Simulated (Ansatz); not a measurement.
# AlBrH₄O₂Si: one species, many methods

Aim: compute AlBrH₄O₂Si with functionals from several rungs and with coupled cluster, and see how far each lands from CCSD(T) at the basis-set limit for the atomisation energy.

Method: functionals in def2-TZVPP, the program's frozen cores in correlated methods; program: Ansatz 0.2.0, Gaussian basis.

The runs, in order: LDA (SPW92), PBE-D4, revPBE-D4, BLYP-D4, r2SCAN-D4, B97M-V, PBE0-D4, B3LYP-D4, r2SCANh-D4, r2SCAN0-D4, HSE06-D4, BHLYP-D4, CAM-B3LYP-D4, LC-ωPBE, ωB97X-V, ωB97M-V, B2PLYP, PBE-QIDH; CCSD(T)/def2-SVP; CCSD(T)/def2-TZVPP; MP2/def2-QZVPP; extrapolation to the limit; RPA on PBE.

**1. The relaxed structure**

All runs share one geometry, relaxed beforehand with PBE0-D4 in a triple-zeta def2 set.

SMILES `[OH][Al]([Br])[O][SiH3]`, 9 atoms, charge 0, spin multiplicity 1.

Atoms are counted from 1 here; the program's logs count them from 0.

Bond lengths: O1–Al2 1.680 Å, O1–H6 0.956 Å, Al2–Br3 2.233 Å, Al2–O4 1.672 Å, O4–Si5 1.630 Å, Si5–H7 1.486 Å, Si5–H8 1.486 Å, Si5–H9 1.487 Å. Angles: Al2–O1–H6 122.9°, O1–Al2–Br3 117.8°, O1–Al2–O4 122.1°, Br3–Al2–O4 120.0°, Al2–O4–Si5 158.8°, O4–Si5–H7 109.4°, O4–Si5–H8 109.4°, O4–Si5–H9 110.8°, H7–Si5–H8 109.1°, H7–Si5–H9 109.1°, H8–Si5–H9 109.1°.

**2. LDA**

This LDA is Slater exchange with PW92 correlation.

in.yaml

```yaml
crystal:
  periodic: [false, false, false]
  atoms:
    - {symbol: O, position_ang: [2.459186, 1.251320, -0.683160]}
    - {symbol: Al, position_ang: [1.456588, 0.261208, 0.231969]}
    - {symbol: Br, position_ang: [2.346199, -0.775754, 1.998694]}
    - {symbol: O, position_ang: [-0.157815, 0.039552, -0.143768]}
    - {symbol: Si, position_ang: [-1.686210, -0.512614, -0.016668]}
    - {symbol: H, position_ang: [2.154460, 1.729101, -1.453222]}
    - {symbol: H, position_ang: [-2.623989, 0.639366, 0.027182]}
    - {symbol: H, position_ang: [-2.007061, -1.356399, -1.197201]}
    - {symbol: H, position_ang: [-1.852858, -1.322179, 1.219074]}
basis:
  gaussian: {orbitals: def2-TZVPP}
hamiltonian: {xc: lda}
output: {orbitals: {seedname: orbitals}}
```

After this run come: PBE-D4 (GGA); revPBE-D4 (GGA); BLYP-D4 (GGA); r2SCAN-D4 (meta-GGA); B97M-V (meta-GGA); PBE0-D4 (hybrid); B3LYP-D4 (hybrid); r2SCANh-D4 (hybrid); r2SCAN0-D4 (hybrid); HSE06-D4 (hybrid); BHLYP-D4 (hybrid); CAM-B3LYP-D4 (range-separated); LC-ωPBE-D4 (range-separated); ωB97X-V (range-separated); ωB97M-V (range-separated); B2PLYP (double hybrid); PBE-QIDH (double hybrid); CCSD(T) in def2-SVP; CCSD(T) in def2-TZVPP; MP2 in def2-QZVPP; RPA on PBE orbitals.

Q: Predict the results of all the runs planned. Wanted: atomisation energy, CCSD(T)/CBS; farthest beyond LDA; mean size of error, GGA; mean size of error, meta-GGA; mean size of error, hybrid; mean size of error, range-separated; mean size of error, double hybrid; gap, smallest and largest; T1 diagnostic.

**Answer**, as computed:

```
                               quantity                                              value
        atomisation energy, CCSD(T)/CBS                                     777.3 kcal/mol
functionals within 7.8 kcal/mol (1.0 %)  r2SCAN-D4, B97M-V, CAM-B3LYP-D4, ωB97X-V, ωB97M-V
                    farthest beyond LDA                          BHLYP-D4 (-32.1 kcal/mol)
                mean size of error, GGA                                      19.4 kcal/mol
           mean size of error, meta-GGA                                       5.9 kcal/mol
             mean size of error, hybrid                                      20.0 kcal/mol
    mean size of error, range-separated                                       9.1 kcal/mol
      mean size of error, double hybrid                                      17.2 kcal/mol
              gap, smallest and largest          5.33 eV (LDA (SPW92)), 12.57 eV (LC-ωPBE)
                          T1 diagnostic                                             0.0101
triples share of the correlation energy                                              3.3 %
```

In words: LDA overbinds by 85.5 kcal/mol (11 %). PBE-D4 is off by -10.9 kcal/mol. Double hybrids carry the basis error of their MP2 part in triple zeta, and no dispersion term here, so their miss is partly the set-up's. Taken by rung, meta-GGA functionals do best (5.9 kcal/mol on average) and hybrid ones worst beyond LDA (20.0 kcal/mol). The gap between the best rungs is small, so their order is not settled. The mean of the hybrids holds BHLYP, with half exact exchange. Misses under about 7.8 kcal/mol are within the doubt on the reference itself, which lacks core-valence correlation, relativity and higher excitations, and its outer-core shells are covered unevenly. All levels share the lack of spin-orbit coupling, which lowers the free heavy atoms and so the true binding. Hartree-Fock recovers 73 % of the binding; the rest is correlation. CCSD(T) in def2-SVP is off by -63.5 kcal/mol, so the small basis spoils what the method gains. The gap grows from 5.3 to 12.6 eV across the functionals, mostly with the share of exact exchange. Correlated methods include outer-core shells of Br, which these sets cover unevenly.
